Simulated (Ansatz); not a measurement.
**Si₂H₄O₂: small, medium and large basis sets**

The task here is to estimate one member of a computed series from the others.

Computed with Ansatz 0.2.0, Gaussian basis. Level: one geometry, several basis sets.

The runs, in order: PBE0-D4/def2-SVP; ωB97M-V/def2-SVP; PBE0-D4/def2-QZVPP; ωB97M-V/def2-QZVPP; the functionals' def2-TZVPP values are taken from earlier runs.

### The relaxed structure

An earlier PBE0-D4 in a triple-zeta def2 set relaxation fixed the geometry.

8 atoms, charge 0, spin multiplicity 1.

Atoms are counted from 1 here; the program's logs count them from 0.

Bond lengths: O1–Si2 1.631 Å, O1–H5 0.960 Å, Si2–O3 1.590 Å, Si2–H6 1.481 Å, O3–Si4 1.687 Å, Si4–H7 1.501 Å, Si4–H8 1.506 Å. Angles: Si2–O1–H5 119.1°, O1–Si2–O3 117.9°, O1–Si2–H6 106.7°, O3–Si2–H6 113.5°, Si2–O3–Si4 159.0°, O3–Si4–H7 104.1°, O3–Si4–H8 105.0°, H7–Si4–H8 104.1°.

Set-up of the first run:

The input, in.yaml:

```yaml
crystal:
  periodic: [false, false, false]
  atoms:
    - {symbol: O, position_ang: [-1.810253, 0.627103, 1.047056]}
    - {symbol: Si, position_ang: [-1.182383, 0.537808, -0.455257]}
    - {symbol: O, position_ang: [0.344824, 0.120673, -0.598678]}
    - {symbol: Si, position_ang: [1.879455, -0.418372, -0.149801]}
    - {symbol: H, position_ang: [-1.618289, -0.072065, 1.676202]}
    - {symbol: H, position_ang: [-1.511936, 1.814165, -1.130497]}
    - {symbol: H, position_ang: [2.359055, -1.194044, -1.342056]}
    - {symbol: H, position_ang: [1.631727, -1.472269, 0.897431]}
basis:
  gaussian: {orbitals: def2-SVP}
hamiltonian: {xc: pbe0, dispersion: d4}
output: {orbitals: {seedname: orbitals}}
```

Run with:

```console
ansatz run in.yaml --threads 2 --pin off --events-out ev --progress --plain --max-ram 4352MiB
```

Among the steps run: PBE0-D4 in def2-SVP; ωB97M-V in def2-SVP; PBE0-D4 in def2-QZVPP; ωB97M-V in def2-QZVPP.

One table of the session follows, with a row left open; its other results are not shown here.

It belongs to the step «Functionals by basis». 

| functional | basis | HOMO (eV) | LUMO (eV) |
| --- | --- | --- | --- |
| PBE0-D4 | def2-SVP | -5.02 | -3.08 |
| PBE0-D4 | def2-TZVPP | -5.10 | -3.22 |
| PBE0-D4 | def2-QZVPP | -5.14 | -3.27 |
| ωB97M-V | def2-SVP | ? | ? |
| ωB97M-V | def2-TZVPP | -6.52 | -1.72 |
| ωB97M-V | def2-QZVPP | -6.56 | -1.81 |

Estimate the missing values for ωB97M-V, def2-SVP.

As computed: HOMO (eV): -6.41; LUMO (eV): -1.52. In the column «HOMO (eV)» it lies between ωB97M-V, def2-TZVPP (-6.52) and PBE0-D4, def2-QZVPP (-5.14).
